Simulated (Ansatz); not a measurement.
Working through harmonic frequencies at the relaxed geometry of C₂H₅FGe, SMILES F[CH]1[CH2][GeH2]1

With Ansatz's Python interface.

Contents of `c2h5fge.xyz`:
```text
9

F     0.62230   -0.43890   -1.90430
C     0.04220    0.39900   -0.91680
C     0.73510    0.30350    0.33690
Ge   -0.90070   -0.62170    0.41500
H    -0.35400    1.39470   -1.19950
H     1.64420   -0.36400    0.33650
H     0.82100    1.24690    0.94020
H    -1.84340    0.16710    1.39530
H    -0.67820   -2.13290    0.57970
```

Notebook, run cell by cell (the value of a cell's last expression is shown):

**Cell 1**
```python
import ansatz as az
import numpy as np
```

**Cell 2**
```python
c2h5fge = az.Crystal.molecule_from_extxyz("c2h5fge.xyz")

base = (
    c2h5fge.calculation()
    .basis(gaussian="def2-SVP")
    .functional("PBE0")
)
symbols = [site.symbol for site in c2h5fge.cartesian_sites]
start = np.array([site.position_ang for site in c2h5fge.cartesian_sites], dtype=float)
def progress(event):
    if event["event"] == "relax_step":
        row = event["data"]
        print(f"step {row['step']:3d}  E = {row['lagrangian_ev']:.6f} eV  max force {row['allowed_force_max_ev_ang']:.4f} eV/A")
```

**Cell 3**
```python
report = base.relax(force_tolerance=0.003).session().plan().execute(on_event=progress).report
end = np.array(report["positions_ang"])
```
Output:
```text
step   1  E = -61365.277148 eV  max force 3.1961 eV/A
step   2  E = -61365.667264 eV  max force 1.3703 eV/A
step   3  E = -61365.727822 eV  max force 0.1544 eV/A
step   4  E = -61365.731617 eV  max force 0.0689 eV/A
step   5  E = -61365.733474 eV  max force 0.0566 eV/A
step   6  E = -61365.733561 eV  max force 0.0746 eV/A
step   7  E = -61365.734821 eV  max force 0.0538 eV/A
step   8  E = -61365.734776 eV  max force 0.0685 eV/A
step   9  E = -61365.735141 eV  max force 0.0064 eV/A
step  10  E = -61365.735150 eV  max force 0.0028 eV/A
```

**Cell 4**
```python
print("bond        before    after (A)")
for i, j in [(0, 1), (1, 2), (1, 3), (1, 4), (2, 3), (2, 5), (2, 6), (3, 7), (3, 8)]:
    d0, d1 = (np.linalg.norm(xyz[i] - xyz[j]) for xyz in (start, end))
    print(f"{symbols[i]}{i}-{symbols[j]}{j}".ljust(10), f"{d0:8.4f} {d1:8.4f}")
```
Output:
```text
bond        before    after (A)
F0-C1        1.4191   1.3601
C1-C2        1.4356   1.5082
C1-Ge3       1.9247   1.9570
C1-H4        1.1083   1.0984
C2-Ge3       1.8809   1.9598
C2-H5        1.1278   1.0960
C2-H6        1.1231   1.0953
Ge3-H7       1.5722   1.5246
Ge3-H8       1.5363   1.5221
```

**Cell 5**
```python
# frequencies need a stationary point, so they are taken at the relaxed geometry
minimum = az.Crystal.molecule()
for symbol, xyz in zip(symbols, end):
    minimum = minimum.atom(symbol, xyz.tolist())
vibrating = minimum.calculation()
vibrating = vibrating.basis(gaussian="def2-SVP").functional("PBE0")
vibrating = vibrating.phonons(temperatures=(200, 600, 100))
vib = vibrating.run().report["vibrations"]
sums = vib["harmonic_sums"]
modes = [m["omega_inv_cm"] for m in sums["modes_at_gamma"] if m["rigid_motion"] == "no"]
for number, w in enumerate(modes, start=1):
    print(f"mode {number:2d} {w:9.1f} 1/cm {w / 8065.544 * 1000:8.2f} meV")
print("imaginary modes:", sum(w < 0 for w in modes), " zero-point energy:", round(sums["zero_point_energy_ev"], 4), "eV")
print("T (K)   F_vib (eV)   S_vib (meV/K)   C_vib (meV/K)")
for row in zip(sums["temperatures_k"], sums["vibrational_free_energy_ev"], vib["entropy_ev_per_k"], vib["heat_capacity_ev_per_k"]):
    print(f"{row[0]:6.1f} {row[1]:11.4f} {1000 * row[2]:13.4f} {1000 * row[3]:15.4f}")
```
Output:
```text
mode  1     192.4 1/cm    23.85 meV
mode  2     362.3 1/cm    44.92 meV
mode  3     445.0 1/cm    55.17 meV
mode  4     459.2 1/cm    56.93 meV
mode  5     479.3 1/cm    59.42 meV
mode  6     577.3 1/cm    71.57 meV
mode  7     651.7 1/cm    80.80 meV
mode  8     766.7 1/cm    95.06 meV
mode  9     821.9 1/cm   101.90 meV
mode 10     898.6 1/cm   111.42 meV
mode 11     957.8 1/cm   118.75 meV
mode 12    1022.0 1/cm   126.72 meV
mode 13    1120.2 1/cm   138.89 meV
mode 14    1190.1 1/cm   147.56 meV
mode 15    1354.0 1/cm   167.87 meV
mode 16    1406.0 1/cm   174.32 meV
mode 17    2206.2 1/cm   273.53 meV
mode 18    2233.8 1/cm   276.96 meV
mode 19    3137.8 1/cm   389.04 meV
mode 20    3146.7 1/cm   390.14 meV
mode 21    3237.4 1/cm   401.39 meV
imaginary modes: 0  zero-point energy: 1.6531 eV
T (K)   F_vib (eV)   S_vib (meV/K)   C_vib (meV/K)
 200.0      1.6443        0.1493          0.3124
 300.0      1.6209        0.3231          0.5562
 400.0      1.5792        0.5120          0.7586
 500.0      1.5186        0.6990          0.9169
 600.0      1.4397        0.8776          1.0415
```

Caveats:
- Total energies depend on the basis set; only differences at equal settings carry meaning.
- The frequencies are harmonic and unscaled, in a modest basis. The result belongs to the one conformer reached from this start, and soft torsions count as harmonic oscillators.
- Run time: 3.8 min on 1 thread of Arm Neoverse V1, with other jobs on the host, peak memory 0.3 GiB.

(Lines on the test bed's own set-up are left out of the output.)
